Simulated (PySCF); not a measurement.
# CuOF2: relaxation and vibrations of the doublet

Where does doublet CuOF2 go from a trigonal planar start, is the end point a minimum, and what are its modes, charges and moments?

Program: PySCF 2.14.0. Level of theory: PBE0, basis Cu def2-TZVP, O def2-TZVP, F def2-TZVP, no relativity, density fitting. These are calculated values, not measurements.

**1. The system as given**

4 atoms, charge 0, spin multiplicity 2.

Bond lengths: Cu1–O2 1.720 Å, Cu1–F3 1.760 Å, Cu1–F4 1.760 Å. Angles: O2–Cu1–F3 120.0°, O2–Cu1–F4 120.0°, F3–Cu1–F4 120.0°.

```xyz
4
charge 0 multiplicity 2
Cu    0.0507    0.0000    0.0000
O     1.7707    0.0000    0.0000
F    -0.8293    1.5242    0.0000
F    -0.8293   -1.5242    0.0000
```

**2. Finding the electronic state**

The steps below are one call of a driver around PySCF. For each, scf.py gives the equivalent set-up of the SCF; relaxations use the driver's own optimiser. After this first run the driver tries any further starts and a stability analysis.

Input file scf.py:

```python
from pyscf import gto, scf, dft
mol = gto.M(atom='''
Cu     0.050680    -0.000000     0.000000
O      1.770710     0.000010     0.000000
F     -0.829320     1.524210     0.000000
F     -0.829320    -1.524200     0.000000''',
    basis={'Cu': 'def2-TZVP', 'O': 'def2-TZVP', 'F': 'def2-TZVP'},
    charge=0, spin=1)
mf = dft.UKS(mol, xc='PBE0')
mf.grids.atom_grid = (50, 194)
aux = {'Cu': 'def2-universal-JKFIT', 'O': 'def2-universal-JKFIT', 'F': 'def2-universal-JKFIT'}
mf = mf.density_fit(auxbasis=aux)
mf.conv_tol = 1e-08
mf.diis_space = 10
mf.max_cycle = 60
mf.init_guess = 'minao'
mf.verbose = 4
mf.kernel()
```

Launch:

```console
$ OMP_NUM_THREADS=4 python axn.py task.json out
```

What it wrote:

```text
init E= -1914.45468466165
[... the frontier-level lines of each cycle are left out ...]
cycle= 1 E= -1910.39568164547  delta_E= 4.06  |g|= 4.35  |ddm|= 1.56
cycle= 2 E= -1894.08067783216  delta_E= 16.3  |g|= 8.83  |ddm|= 6.57
cycle= 3 E= -1911.54796392661  delta_E= -17.5  |g|= 3.31  |ddm|=  5.8
cycle= 4 E= -1905.82774424784  delta_E= 5.72  |g|=  3.3  |ddm|= 3.61
cycle= 5 E= -1914.75982600911  delta_E= -8.93  |g|= 0.472  |ddm|= 3.47
cycle= 6 E= -1914.83741194421  delta_E= -0.0776  |g|= 0.219  |ddm|= 0.313
cycle= 7 E= -1914.84986259929  delta_E= -0.0125  |g|= 0.0629  |ddm|= 0.0856
cycle= 8 E= -1914.8506202108  delta_E= -0.000758  |g|= 0.0646  |ddm|= 0.049
cycle= 9 E= -1914.85305249532  delta_E= -0.00243  |g|= 0.0224  |ddm|= 0.0518
cycle= 10 E= -1914.85503825411  delta_E= -0.00199  |g|= 0.025  |ddm|= 0.0504
cycle= 11 E= -1914.8546195406  delta_E= 0.000419  |g|= 0.0257  |ddm|= 0.00937
cycle= 12 E= -1914.85086824496  delta_E= 0.00375  |g|= 0.021  |ddm|= 0.169
cycle= 13 E= -1914.85099974155  delta_E= -0.000131  |g|= 0.00466  |ddm|= 0.0103
cycle= 14 E= -1914.8510565188  delta_E= -5.68e-05  |g|= 0.00321  |ddm|= 0.0146
cycle= 15 E= -1914.85109617572  delta_E= -3.97e-05  |g|= 0.00222  |ddm|= 0.0184
cycle= 16 E= -1914.85110577351  delta_E= -9.6e-06  |g|= 0.00215  |ddm|= 0.008
cycle= 17 E= -1914.85112328786  delta_E= -1.75e-05  |g|= 0.00214  |ddm|= 0.01
cycle= 18 E= -1914.85113669786  delta_E= -1.34e-05  |g|= 0.00169  |ddm|= 0.0145
cycle= 19 E= -1914.85114243622  delta_E= -5.74e-06  |g|= 0.000681  |ddm|= 0.0103
cycle= 20 E= -1914.85114309662  delta_E= -6.6e-07  |g|= 0.000493  |ddm|= 0.00356
cycle= 21 E= -1914.85114321402  delta_E= -1.17e-07  |g|= 6.52e-05  |ddm|= 0.00105
cycle= 22 E= -1914.85114322343  delta_E= -9.41e-09  |g|= 5.26e-05  |ddm|= 0.000297
Extra cycle  E= -1914.85114320522  delta_E= 1.82e-08  |g|= 0.000286  |ddm|= 0.000141
converged SCF energy = -1914.85114320522  <S^2> = 0.76097021  2S+1 = 2.0109403
```

This step, with its further starts and checks, needed 30 s of wall time on 4 threads of Arm Neoverse V1, shared host.

Energies from each starting density:

```
                      start   energy (Eh)
    the minimal-basis guess  -1914.851143
a thermally smeared density  -1914.876684
      a smeared PBE density  -1914.890610
```

This is not the lowest solution: one lies 103.6 kJ/mol lower, at -1914.89061 Eh, and the relaxation starts from that.

**3. Relaxing the doublet from the trigonal planar start**

The program finds C2v symmetry in the start, which this walk keeps. Threshold on the gradient: 0.0003 Eh/bohr, with a further test on the energy change.

Edit scf.py of step 2 so:

```diff
@@ -3,4 +3,4 @@
-Cu     0.050680    -0.000000     0.000000
-O      1.770710     0.000010     0.000000
-F     -0.829320     1.524210     0.000000
-F     -0.829320    -1.524200     0.000000''',
+Cu     0.050679     0.000000     0.000000
+O      1.770709     0.000002     0.000000
+F     -0.829322     1.524204     0.000000
+F     -0.829320    -1.524206     0.000000''',
@@ -16 +15,0 @@
-mf.init_guess = 'minao'
```

Steps of the walk:

```
step   energy (Eh)  change (kJ/mol)  largest symmetric gradient (Eh/bohr)
   0  -1914.890610             0.00                               0.02772
   1  -1914.892108            -3.93                               0.01630
   2  -1914.895110           -11.81                               0.00554
   3  -1914.898107           -19.68                               0.01504
   4  -1914.898925           -21.83                               0.01463
   5  -1914.900909           -27.04                               0.00937
   6  -1914.901278           -28.01                               0.00808
   7  -1914.901611           -28.88                               0.00330
   8  -1914.901670           -29.04                               0.00293
   9  -1914.901823           -29.44                               0.00083
  10  -1914.901838           -29.48                               0.00024
  11  -1914.901839           -29.48                               0.00001
```

The walk took 45 s.

Positions (Å) and forces (eV/Å) along the way:

```
step 0
Cu   0.051   0.000   0.000  -1.425   0.000   0.000
O    1.771   0.000   0.000   0.616   0.000   0.000
F   -0.829   1.524   0.000   0.405  -0.204   0.000
F   -0.829  -1.524   0.000   0.405   0.204   0.000
step 1
Cu   0.020   0.000   0.000  -0.838   0.000   0.000
O    1.762   0.000   0.000   0.360   0.000   0.000
F   -0.810   1.535   0.000   0.239   0.064   0.000
F   -0.810  -1.535   0.000   0.239  -0.064   0.000
step 6
Cu  -0.388   0.000   0.000  -0.154   0.000   0.000
O    1.630   0.000   0.000   0.234   0.000   0.000
F   -0.539   1.725   0.000  -0.040   0.415   0.000
F   -0.539  -1.725   0.000  -0.040  -0.415   0.000
step 11
Cu  -0.426   0.000   0.000   0.000   0.000   0.000
O    1.682   0.000   0.000   0.000   0.000   0.000
F   -0.547   1.740   0.000   0.000   0.001   0.000
F   -0.547  -1.740   0.000   0.000  -0.001   0.000
```

End point (C2v, 11 steps, 29.5 kJ/mol gained): Cu–F 1.744 Å (×2), Cu–O 2.108 Å; F–Cu–F 172.1°, F–Cu–O 94.0° (×2).

**4. Vibrations and properties at this point**

On the finer grid the gradient is checked again; gradients at displacements of ±0.02 bohr then give force constants and infrared intensities.

Edit scf.py of step 3 so:

```diff
@@ -3,4 +3,4 @@
-Cu     0.050679     0.000000     0.000000
-O      1.770709     0.000002     0.000000
-F     -0.829322     1.524204     0.000000
-F     -0.829320    -1.524206     0.000000''',
+Cu    -0.249239    -0.000000     0.000000
+O      1.859194     0.000002     0.000000
+F     -0.369852     1.740303     0.000000
+F     -0.369849    -1.740304     0.000000''',
@@ -10 +10 @@
-mf.grids.atom_grid = (50, 194)
+mf.grids.atom_grid = (75, 302)
@@ -13 +13 @@
-mf.conv_tol = 1e-08
+mf.conv_tol = 1e-10
```

This SCF starts from the last density.

SCF at the final geometry:

```text
init E= -1914.90178414451
[... the frontier-level lines of each cycle are left out ...]
cycle= 1 E= -1914.90178414451  delta_E= 1.82e-12  |g|= 2.59e-06  |ddm|= 1.43e-06
Extra cycle  E= -1914.9017841445  delta_E= 5.46e-12  |g|= 6.63e-06  |ddm|= 3.14e-06
converged SCF energy = -1914.9017841445  <S^2> = 1.7554581  2S+1 = 2.832284
```

The whole step took 90 s.

Geometry: C2v; Cu–F 1.744 Å (×2), Cu–O 2.108 Å; F–Cu–F 172.1°, F–Cu–O 94.0° (×2).

Harmonic modes (main isotopes):

```json
{"symmetry": "b2", "ω (cm⁻¹)": "157i", "IR (km/mol)": "1.3", "type": "bend"}
{"symmetry": "a1", "ω (cm⁻¹)": "172", "IR (km/mol)": "48.4", "type": "bend"}
{"symmetry": "a1", "ω (cm⁻¹)": "204", "IR (km/mol)": "0.2", "type": "stretch"}
{"symmetry": "b1", "ω (cm⁻¹)": "227", "IR (km/mol)": "19.5", "type": "bend"}
{"symmetry": "a1", "ω (cm⁻¹)": "592", "IR (km/mol)": "0.7", "type": "stretch"}
{"symmetry": "b2", "ω (cm⁻¹)": "712", "IR (km/mol)": "152", "type": "stretch"}
```

With 1 mode imaginary (up to 157i cm⁻¹) this point is a saddle.

Properties at this point:

```yaml
Dipole_moment: 1.53 D
Highest_occupied_level: -9.67 eV
Lowest_empty_level: -6.58 eV
Rotational_constants: 0.2618, 0.1465, 0.09393 cm⁻¹
Zero-point_energy_real_modes: 11.4 kJ/mol
Principal_polarisabilities: 11.2, 26.4, 34.3 bohr³
Atomisation_energy_without_zero-point_energy: 753 kJ/mol
Principal_traceless_quadrupole_moments_about_the_centre_of_mass: -15.30, 6.98, 8.32 D Å
Spin_squared_⟨S²⟩: 1.755
```

Populations by atom (charges in e):

| atom | Mulliken | Löwdin | polar tensor | spin (Mulliken) | Mayer order to Cu1 |
| --- | --- | --- | --- | --- | --- |
| Cu1 | 0.84 | 0.44 | 1.15 | -0.82 | – |
| O2 | 0.16 | 0.25 | 0.14 | 1.94 | 0.35 |
| F3,4 | -0.50 | -0.34 | -0.64 | -0.06 | 0.79 |

Outer orbital energies (eV). α occupied: -12.89, -11.96, -11.64, -10.98, -10.69, -10.62, -9.75, -9.67; empty: -5.10, -0.49, 2.29, 3.30. β occupied: -12.59, -12.03, -11.47, -10.82, -10.73, -9.97, -9.86, -9.80; empty: -6.58, -6.40, -0.96, 2.21.

Mulliken populations on Cu1: s 6.42, p 12.34, d 9.40, f 0.00.

**5. Following the imaginary mode**

The start is the last point, displaced along its most imaginary mode.

The program finds Cs symmetry in the start, which this walk keeps. Threshold on the gradient: 0.0003 Eh/bohr, with a further test on the energy change.

Edit scf.py of step 4 so:

```diff
@@ -3,4 +3,4 @@
-Cu    -0.249239    -0.000000     0.000000
-O      1.859194     0.000002     0.000000
-F     -0.369852     1.740303     0.000000
-F     -0.369849    -1.740304     0.000000''',
+Cu    -0.249239    -0.022671    -0.000000
+O      1.859194     0.120002     0.000000
+F     -0.307753     1.727336    -0.000000
+F     -0.431947    -1.753272    -0.000000''',
@@ -10 +10 @@
-mf.grids.atom_grid = (75, 302)
+mf.grids.atom_grid = (50, 194)
@@ -13 +13 @@
-mf.conv_tol = 1e-10
+mf.conv_tol = 1e-08
```

The optimiser's trace:

```
step   energy (Eh)  change (kJ/mol)  largest symmetric gradient (Eh/bohr)
   0  -1914.902338             0.00                               0.00234
   1  -1914.902562            -0.59                               0.00267
   2  -1914.902810            -1.24                               0.00303
   3  -1914.903075            -1.93                               0.00331
   4  -1914.903342            -2.64                               0.00349
   5  -1914.904173            -4.82                               0.00554
   6  -1914.904552            -5.81                               0.00274
   7  -1914.904722            -6.26                               0.00199
   8  -1914.904776            -6.40                               0.00106
   9  -1914.904788            -6.43                               0.00089
  10  -1914.904796            -6.45                               0.00034
  11  -1914.904798            -6.46                               0.00007
```

The walk took 55 s.

End point (Cs, 11 steps, 6.5 kJ/mol gained): Cu–F 1.731 Å, Cu–F 1.772 Å, Cu–O 1.991 Å; F–Cu–F 170.2°, F–Cu–O 72.3°, F–Cu–O 117.5°.

**6. Frequencies**

As before: finer grid, then central differences.

Edit scf.py of step 5 so:

```diff
@@ -3,4 +3,4 @@
-Cu    -0.249239    -0.022671    -0.000000
-O      1.859194     0.120002     0.000000
-F     -0.307753     1.727336    -0.000000
-F     -0.431947    -1.753272    -0.000000''',
+Cu    -0.215975    -0.082732    -0.000000
+O      1.708333     0.427637     0.000000
+F     -0.129579     1.686973    -0.000000
+F     -0.593317    -1.772529    -0.000000''',
@@ -10 +10 @@
-mf.grids.atom_grid = (50, 194)
+mf.grids.atom_grid = (75, 302)
@@ -13 +13 @@
-mf.conv_tol = 1e-08
+mf.conv_tol = 1e-10
```

Log of the central SCF (cycles and frontier levels):

```text
init E= -1914.90470575413
[... the frontier-level lines of each cycle are left out ...]
cycle= 1 E= -1914.90470575413  delta_E= 4.55e-13  |g|= 3.44e-06  |ddm|= 3.84e-06
Extra cycle  E= -1914.90470575412  delta_E= 7.73e-12  |g|= 8.73e-06  |ddm|= 5.03e-06
converged SCF energy = -1914.90470575412  <S^2> = 1.7069403  2S+1 = 2.7978136
```

The whole step needed 2.1 min of wall time on 4 threads of Arm Neoverse V1, shared host.

Geometry: Cs; Cu–F 1.731 Å, Cu–F 1.772 Å, Cu–O 1.991 Å; F–Cu–F 170.2°, F–Cu–O 72.4°, F–Cu–O 117.4°.

Modes, for the most abundant isotopes:

| symmetry | ω (cm⁻¹) | IR (km/mol) | type |
| --- | --- | --- | --- |
| a' | 131 | 2.5 | bend |
| a'' | 179 | 36.0 | bend |
| a' | 192 | 44.3 | bend |
| a' | 276 | 6.0 | stretch |
| a' | 566 | 6.4 | stretch |
| a' | 707 | 130 | stretch |

All wavenumbers are real: a minimum.

Constants and moments:

- Dipole moment: 0.84 D
- Highest occupied level: -10.02 eV
- Lowest empty level: -5.96 eV
- Rotational constants: 0.3728, 0.1312, 0.09703 cm⁻¹
- Zero-point energy: 12.3 kJ/mol
- Principal polarisabilities: 16.2, 35.3, 36.8 bohr³
- Atomisation energy without zero-point energy: 760 kJ/mol
- Principal traceless quadrupole moments about the centre of mass: -14.00, 6.98, 7.02 D Å
- Entropy at 298.15 K and 1 bar (electronic part: spin only): 321.2 J/(mol K)
- Heat capacity Cp at 298.15 K: 72.1 J/(mol K)
- Enthalpy at 298.15 K above 0 K: 16.70 kJ/mol
- Rotational symmetry number: 1
- Spin squared ⟨S²⟩: 1.707

Charges (e) and bond orders:

```json
{"atom": "Cu1", "Mulliken": "0.84", "Löwdin": "0.44", "polar tensor": "1.12", "spin (Mulliken)": "-0.78", "Mayer order to Cu1": "–"}
{"atom": "O2", "Mulliken": "0.07", "Löwdin": "0.16", "polar tensor": "0.17", "spin (Mulliken)": "1.77", "Mayer order to Cu1": "0.46"}
{"atom": "F3", "Mulliken": "-0.42", "Löwdin": "-0.27", "polar tensor": "-0.63", "spin (Mulliken)": "0.10", "Mayer order to Cu1": "0.70"}
{"atom": "F4", "Mulliken": "-0.50", "Löwdin": "-0.32", "polar tensor": "-0.66", "spin (Mulliken)": "-0.10", "Mayer order to Cu1": "0.82"}
```

Mulliken populations on Cu1: s 6.44, p 12.34, d 9.38, f 0.00.

**7. All stationary points**

| spin | group | bonds | imaginary modes (cm⁻¹) | ΔE (kJ/mol) | with zero-point energy |
| --- | --- | --- | --- | --- | --- |
| broken-symmetry (Ms = 1/2) | Cs | Cu–F 1.731 Å, Cu–F 1.772 Å, Cu–O 1.991 Å | none | 0.0 | 0.0 |
| broken-symmetry (Ms = 1/2) | C2v | Cu–F 1.744 Å (×2), Cu–O 2.108 Å | 157i | 7.7 | – |

**8. Results**

| quantity | value |
| --- | --- |
| minimum | broken-symmetry (Ms = 1/2), Cs |
| geometry | Cu–F 1.731 Å, Cu–F 1.772 Å, Cu–O 1.991 Å; F–Cu–F 170.2°, F–Cu–O 72.4°, F–Cu–O 117.4° |
| wavenumbers (cm⁻¹) | 131 (a'), 179 (a''), 192 (a'), 276 (a'), 566 (a'), 707 (a') |
| dipole moment | 0.84 D |
| highest occupied, lowest empty level (either spin) | -10.02, -5.96 eV |
| polar-tensor charge of Cu1 | +1.12 e |
| zero-point energy | 12.3 kJ/mol |
| entropy at 298.15 K | 321.2 J/(mol K) |
| atomisation energy (no zero-point energy) | 760 kJ/mol |
| ⟨S²⟩ | 1.707 |

In words: From C2v at the start the molecule goes to a Cs minimum, after a stop at a saddle point 7.7 kJ/mol higher, from which it was pushed off along an imaginary mode. The determinant is spin-contaminated (⟨S²⟩ = 1.71 against 0.75), so it is no pure spin state. The strongest infrared band lies at 707 cm⁻¹ (a', stretch). The first SCF alone would have been 104 kJ/mol too high. Only this shape and spin were tried, so other structures or states may lie lower. Open d and f shells are described by one determinant, and the ground state may have another occupation or spin.

The search up to here took 5.8 min.
